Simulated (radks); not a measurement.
**Ca⁺ in [Ne] 3s2 3p5.75 4s1 4p0.25: an all-electron calculation**

An exercise on one series of results from a longer session: the logs are not shown, and one member is left open.

Program: radks (a radial shooting solver on a logarithmic mesh, Libxc functionals) version 1. Level of theory: non-relativistic Kohn-Sham, LDA (Slater exchange, Perdew-Wang correlation), spin-polarised, spherical densities, point nucleus; open shells are filled with parallel spins first. These are calculated values, not measurements, unless marked.

### The atom as given

- element: calcium (Z = 20)
- charge: +1
- electrons: 19
- configuration: [Ne] 3s2 3p5.75 4s1 4p0.25

Set-up of the first run:

Input:

```text
Z 20
configuration [Ne] 3s2 3p5.75 4s1 4p0.25
relativity non-relativistic
functional lda,pw
spin polarised
nucleus point
```

Run with:

```bash
python run_ks.py task.json out
```

The same process makes all the runs of this session.

Among the steps run: Self-consistent calculation.

One table of the session follows, with a row left open; its other results are not shown here.

It belongs to the step «Orbitals and density». Radial moments (bohr):

```
  level      <r>  outermost maximum (interpolated)  90 % within  nodes
  1s up  0.07754                            0.0509        0.138      0
1s down  0.07754                            0.0509        0.138      0
  2s up   0.3680                             0.303        0.573      1
2s down   0.3679                             0.303        0.573      1
  2p up   0.3292                             0.247        0.543      0
2p down   0.3291                             0.247        0.543      0
  3s up    1.157                             0.996         1.74      2
3s down    1.156                             0.996         1.73      2
  3p up    1.259                              1.04         1.94      1
3p down    1.255                              1.04         1.94      1
  4s up        ?                                 ?            ?      ?
4s down    3.514                              3.04         5.19      3
  4p up    4.135                              3.64         6.07      2
4p down    4.338                              3.73         6.46      2
```

Q: Estimate the row for 4s up from the others.

**Answer.** <r>: 3.461; outermost maximum (interpolated): 3.05; 90 % within: 5.06; nodes: 3. In the column «<r>» it lies between 3p up (1.259) and 4s down (3.514).
